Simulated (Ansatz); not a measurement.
# TiCuC4N4: the cost of one run

Method: DFT PBE, scalar-relativistic, plane waves, PAW, in Ansatz 0.2.0.

## 1. Starting point

Symmetry: P-43m, No. 215, cubic system. The conventional cell has a = 5.909 Å, b = 5.909 Å, c = 5.909 Å, α = 90.00°, β = 90.00°, γ = 90.00°. Around Ti (site symmetry -43m) lie 4 N at 2.03 Å. Cu (site symmetry -43m) has 4 C at 1.92 Å in its first shell of neighbours. Around C (site symmetry 3m) lie 1 N at 1.17 Å and 1 Cu at 1.92 Å. N (site symmetry 3m) has 1 C at 1.17 Å and 1 Ti at 2.03 Å in its first shell of neighbours.

Coordinates:

```
Ti Cu C N
1.0
     5.90860    0.00000    0.00000
     0.00000    5.90860    0.00000
     0.00000    0.00000    5.90860
Ti Cu C N
1 1 4 4
Direct
  0.50000 0.50000 0.50000
  0.00000 0.00000 0.00000
  0.18732 0.18732 0.18732
  0.18732 0.81268 0.81268
  0.81268 0.18732 0.81268
  0.81268 0.81268 0.18732
  0.30164 0.30164 0.30164
  0.30164 0.69836 0.69836
  0.69836 0.30164 0.69836
  0.69836 0.69836 0.30164
```

The cell is invented: two interpenetrating cyanide-bridged diamond nets (P-43m, No. 215). Its size is a rough estimate.

## 2. Probe: one point on a coarse mesh

input.yaml

```yaml
crystal:
  lattice:
    - [5.90860265, 0.0, 0.0]
    - [0.0, 5.90860265, 0.0]
    - [0.0, 0.0, 5.90860265]
  atoms:
    - { symbol: Ti, position: [0.5, 0.5, 0.5], spin: 1.0 }
    - { symbol: Cu, position: [0.0, 0.0, 0.0], spin: -1.0 }
    - { symbol: C, position: [0.18731679, 0.18731679, 0.18731679] }
    - { symbol: C, position: [0.18731679, 0.81268321, 0.81268321] }
    - { symbol: C, position: [0.81268321, 0.18731679, 0.81268321] }
    - { symbol: C, position: [0.81268321, 0.81268321, 0.18731679] }
    - { symbol: "N", position: [0.30164159, 0.30164159, 0.30164159] }
    - { symbol: "N", position: [0.30164159, 0.69835841, 0.69835841] }
    - { symbol: "N", position: [0.69835841, 0.30164159, 0.69835841] }
    - { symbol: "N", position: [0.69835841, 0.69835841, 0.30164159] }
basis:
  ecutwfc: 420
kpoints:
  mp_grid: { grid: [4, 4, 4] }
hamiltonian:
  xc: pbe
scf:
  occupations: { method: gaussian, width: 0.1 }
  lower_state_search: "off"
output:
  forces: true
  stress: true
  eigenvalues: true
  populations: true
magnetization:
  spin_polarized: true
```

On the command line:

```
$ ansatz run input.yaml --threads 1 --pin off --max-ram 2560MiB --backend cpu --events-out ev --progress --plain --runs-dir out
```

Q: Estimate wall time and peak memory on 1 thread of AMD EPYC 9R45 (Zen 5), shared host.

About 11 s, with a peak of 0.53 GiB.
